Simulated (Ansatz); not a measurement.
# TaSi2: the cost of one run

Method: DFT PBE, scalar-relativistic, plane waves, PAW, in Ansatz 0.2.0.

The COD entry's cell or inner coordinates are ideal or old and differ from later refinements, so a difference from it is no clean test against experiment.

**1. The starting structure**

It takes space group P6_222 (No. 180, hexagonal). The conventional cell has a = 4.805 Å, b = 4.805 Å, c = 6.599 Å, α = 90.00°, β = 90.00°, γ = 120.00°. Around Ta (site symmetry 222) lie 10 Si at 2.62 to 2.84 Å. Si (site symmetry 2) has 5 Si at 2.57 to 2.84 Å and 5 Ta at 2.62 to 2.84 Å as nearest neighbours.

As a file:

```cif
data_structure
_symmetry_space_group_name_H-M 'P 1'
_symmetry_Int_Tables_number 1
_cell_length_a 4.8051
_cell_length_b 4.8051
_cell_length_c 6.5989
_cell_angle_alpha 90.000
_cell_angle_beta 90.000
_cell_angle_gamma 120.000
_cell_volume 131.95
loop_
_atom_site_label
_atom_site_type_symbol
_atom_site_fract_x
_atom_site_fract_y
_atom_site_fract_z
_atom_site_occupancy
Ta1 Ta 0.50000 0.00000 0.50000 1
Ta2 Ta 0.50000 0.50000 0.83333 1
Ta3 Ta 0.00000 0.50000 0.16667 1
Si1 Si 0.15892 0.31784 0.50000 1
Si2 Si 0.84108 0.15892 0.83333 1
Si3 Si 0.68216 0.84108 0.16667 1
Si4 Si 0.84108 0.68216 0.50000 1
Si5 Si 0.15892 0.84108 0.83333 1
Si6 Si 0.31784 0.15892 0.16667 1
```

It is the result of an earlier relaxation at this level (volume 14.66 Å³/atom; gap on the mesh: none (metal)).

**2. The undisturbed cell**

input.yaml

```yaml
crystal:
  lattice:
    - [4.8051009126, 0.0, 0.0]
    - [-2.4025504563, 4.161339458, 0.0]
    - [0.0, 0.0, 6.5988658829]
  atoms:
    - { symbol: Ta, position: [0.5, 0.0, 0.5] }
    - { symbol: Ta, position: [0.5, 0.5, 0.8333333333] }
    - { symbol: Ta, position: [0.0, 0.5, 0.1666666667] }
    - { symbol: Si, position: [0.1589199925, 0.317839985, 0.5] }
    - { symbol: Si, position: [0.8410800075, 0.1589199925, 0.8333333333] }
    - { symbol: Si, position: [0.682160015, 0.8410800075, 0.1666666667] }
    - { symbol: Si, position: [0.8410800075, 0.682160015, 0.5] }
    - { symbol: Si, position: [0.1589199925, 0.8410800075, 0.8333333333] }
    - { symbol: Si, position: [0.317839985, 0.1589199925, 0.1666666667] }
basis:
  ecutwfc: 420
kpoints:
  mp_grid: { grid: [9, 9, 6] }
hamiltonian:
  xc: pbe
scf:
  occupations: { method: gaussian, width: 0.15 }
output:
  forces: true
  stress: true
  eigenvalues: true
```

**Question.** How long does this run take on 2 threads of an x86-64 CPU, shared host, and how much memory does it need?

About 5.6 s, with a peak of 0.62 GiB.
